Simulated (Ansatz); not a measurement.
**H₆OSSi₂: a ladder of functionals and wavefunction methods**

The task here is to estimate one member of a computed series from the others.

Program: Ansatz 0.2.0, Gaussian basis. Level of theory: functionals in def2-TZVPP, the program's frozen cores in correlated methods. These are calculated values, not measurements.

Plan: LDA (SPW92), PBE-D4, revPBE-D4, BLYP-D4, r2SCAN-D4, B97M-V, PBE0-D4, B3LYP-D4, r2SCANh-D4, r2SCAN0-D4, HSE06-D4, BHLYP-D4, CAM-B3LYP-D4, LC-ωPBE, ωB97X-V, ωB97M-V, B2PLYP, PBE-QIDH; CCSD(T)/def2-SVP; CCSD(T)/def2-TZVPP; MP2/def2-QZVPP; extrapolation to the limit; RPA on PBE.

### The geometry

The geometry comes from an earlier relaxation with PBE0-D4 in a triple-zeta def2 set; it is a stationary point, not always the lowest conformer.

10 atoms, charge 0, spin multiplicity 1.

Atoms are counted from 1 here; the program's logs count them from 0.

Bond lengths: O1–Si2 1.650 Å, O1–H5 0.962 Å, Si2–Si3 2.345 Å, Si2–H6 1.484 Å, Si2–H7 1.492 Å, Si3–S4 2.160 Å, Si3–H8 1.486 Å, Si3–H9 1.488 Å, S4–H10 1.345 Å. Angles: Si2–O1–H5 114.8°, O1–Si2–Si3 106.5°, O1–Si2–H6 107.5°, O1–Si2–H7 111.8°, Si3–Si2–H6 114.3°, Si3–Si2–H7 108.3°, H6–Si2–H7 108.4°, Si2–Si3–S4 104.3°, Si2–Si3–H8 112.9°, Si2–Si3–H9 115.3°, S4–Si3–H8 103.3°, S4–Si3–H9 111.2°, H8–Si3–H9 109.1°, Si3–S4–H10 94.9°.

The first run:

Contents of in.yaml:

```yaml
crystal:
  periodic: [false, false, false]
  atoms:
    - {symbol: O, position_ang: [-1.755969, 0.671687, -0.830019]}
    - {symbol: Si, position_ang: [-0.893922, 0.764436, 0.574115]}
    - {symbol: Si, position_ang: [0.723540, -0.930175, 0.476184]}
    - {symbol: S, position_ang: [1.410046, -0.896398, -1.571922]}
    - {symbol: H, position_ang: [-1.258027, 0.354912, -1.589658]}
    - {symbol: H, position_ang: [-1.853881, 0.629170, 1.697850]}
    - {symbol: H, position_ang: [-0.192728, 2.075076, 0.708141]}
    - {symbol: H, position_ang: [0.143595, -2.290648, 0.618871]}
    - {symbol: H, position_ang: [1.858576, -0.782540, 1.426632]}
    - {symbol: H, position_ang: [1.901970, 0.353279, -1.507195]}
basis:
  gaussian: {orbitals: def2-TZVPP}
hamiltonian: {xc: lda}
output: {orbitals: {seedname: orbitals}}
```

Run with:

```console
$ ansatz run in.yaml --threads 2 --pin off --events-out ev --progress --plain --max-ram 4352MiB
```

Steps of the session up to this table: LDA; PBE-D4 (GGA); revPBE-D4 (GGA); BLYP-D4 (GGA); r2SCAN-D4 (meta-GGA); B97M-V (meta-GGA); PBE0-D4 (hybrid); B3LYP-D4 (hybrid); r2SCANh-D4 (hybrid); r2SCAN0-D4 (hybrid); HSE06-D4 (hybrid); BHLYP-D4 (hybrid); CAM-B3LYP-D4 (range-separated); LC-ωPBE (range-separated); ωB97X-V (range-separated); ωB97M-V (range-separated); B2PLYP (double hybrid); PBE-QIDH (double hybrid).

One of the session's tables, all rows but one given; the rest of the session is left out.

```
  functional  HOMO (eV)  gap (eV)
 LDA (SPW92)      -6.36      4.54
      PBE-D4      -6.26      4.67
   revPBE-D4      -6.21      4.73
     BLYP-D4      -6.11      4.69
   r2SCAN-D4      -6.52      5.23
      B97M-V      -6.64      5.20
     PBE0-D4      -7.41      6.66
    B3LYP-D4      -7.20      6.26
  r2SCANh-D4          ?         ?
  r2SCAN0-D4      -7.58      6.99
    HSE06-D4      -7.02      5.89
    BHLYP-D4      -8.45      8.60
CAM-B3LYP-D4      -8.69      8.96
     LC-ωPBE     -10.01     11.40
     ωB97X-V      -9.68     10.94
     ωB97M-V      -9.48     10.45
```

Q: Estimate the row for r2SCANh-D4 from the others.

Worked estimate for «HOMO (eV)». Against the share of exact exchange, r2SCAN-D4 (0, -6.52), r2SCAN0-D4 (0.25, -7.58) give a slope of -4.24 per unit share; at 0.1 the line stands at -6.94.

As computed: HOMO (eV): -6.94; gap (eV): 5.94. In «HOMO (eV)» the line misses by 0.00.
